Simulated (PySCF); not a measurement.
# GeH2SO (SMILES [OH][Ge][SH]) at ADC(2)-X/cc-pVDZ-PP (core potential, Cartesian functions, root kind ip)

Aim: ionisation energies of GeH2SO. 

The calculation is run with PySCF 2.14.0.

8 further runs of the same task are left out: 4 that didn't finish, 4 set aside as unsound or not needed.

## Step 1: Starting point

GeH2SO: 5 atoms, total charge 0, spin state singlet. SMILES: `[OH][Ge][SH]`. Geometry: relaxed at PBE0-D4/def2-TZVP. This is one conformer, not always the lowest.

Bond lengths: O1–Ge2 1.782 Å, Ge2–S3 2.260 Å, O1–H4 0.961 Å, S3–H5 1.343 Å. Angles: O1–Ge2–S3 97.9°, Ge2–O1–H4 117.4°, Ge2–S3–H5 93.6°.

## Step 2: Ionisation energies at ADC(2)-X/cc-pVDZ-PP (core potential, Cartesian functions, root kind ip)

mol.sdf

```

     RDKit          3D

  5  4  0  0  0  0  0  0  0  0999 V2000
   -1.3460   -1.0013    0.3998 O   0  0  0  0  0  0  0  0  0  0  0  0
   -0.8974    0.6289   -0.1642 Ge  0  0  0  0  0  3  0  0  0  0  0  0
    1.3433    0.3365   -0.2063 S   0  0  0  0  0  0  0  0  0  0  0  0
   -0.6325   -1.6252    0.5614 H   0  0  0  0  0  0  0  0  0  0  0  0
    1.5827    1.5874   -0.6321 H   0  0  0  0  0  0  0  0  0  0  0  0
  2  1  1  0
  3  2  2  0
  4  1  1  0
  5  3  1  0
M  CHG  2   2  -1   3   1
M  END
$$$$
```

input.py

```python
from pyscf import gto, adc
from rdkit import Chem

rd = Chem.MolFromMolFile('mol.sdf', removeHs=False, sanitize=False)
xyz = rd.GetConformer().GetPositions()
geom = [(a.GetSymbol(), tuple(x)) for a, x in zip(rd.GetAtoms(), xyz)]
for s, x in geom:
    print('%-2s %12.6f %12.6f %12.6f' % (s, *x))

mol = gto.Mole()
mol.atom = geom
mol.charge = 0
mol.verbose = 3
mol.max_memory = 1860
mol.ecp = {'Ge': 'cc-pvdz-pp'}
mol.basis = {'default': 'cc-pvdz-pp', 'O': 'cc-pvdz', 'S': 'cc-pvdz', 'H': 'cc-pvdz'}
mol.cart = True
mol.build()

mf = mol.RHF()
mf.diis_space = 4
mf.kernel()

myadc = adc.ADC(mf, frozen=10)
myadc.method = 'adc(2)-x'

myadc.method_type = 'ip'
e, vec, osc, x = myadc.kernel(nroots=2)
myadc.analyze()
roots = e * 27.211386
print('root  energy (eV)  strength')
for i, (w, f) in enumerate(zip(roots, osc), 1):
    print('%3d %10.4f %10.5f' % (i, w, f))
```

Started as:

```
$ OMP_NUM_THREADS=1 python input.py
```

**Question.** What will come out? Wanted: dipole moment; HOMO energy; LUMO energy; HOMO–LUMO gap; correlation energy; first ionisation energy.

Computed results:

Level: ADC(2)-X/cc-pVDZ-PP (core potential, Cartesian functions, root kind ip), 10 core orbitals frozen.

| quantity | value |
| --- | --- |
| dipole moment (Hartree–Fock density) | 1.12 D |
| HOMO energy (Hartree–Fock orbitals) | -9.67 eV |
| LUMO energy (Hartree–Fock orbitals) | 1.11 eV |
| HOMO–LUMO gap (Hartree–Fock orbitals) | 10.79 eV |
| correlation energy (10 core orbitals frozen) | -425.2 mEh |
| first ionisation energy | 9.01 eV |

**Reading.** Mulliken charges of the mean-field density run from -0.56 on O1 to +0.63 on Ge2.
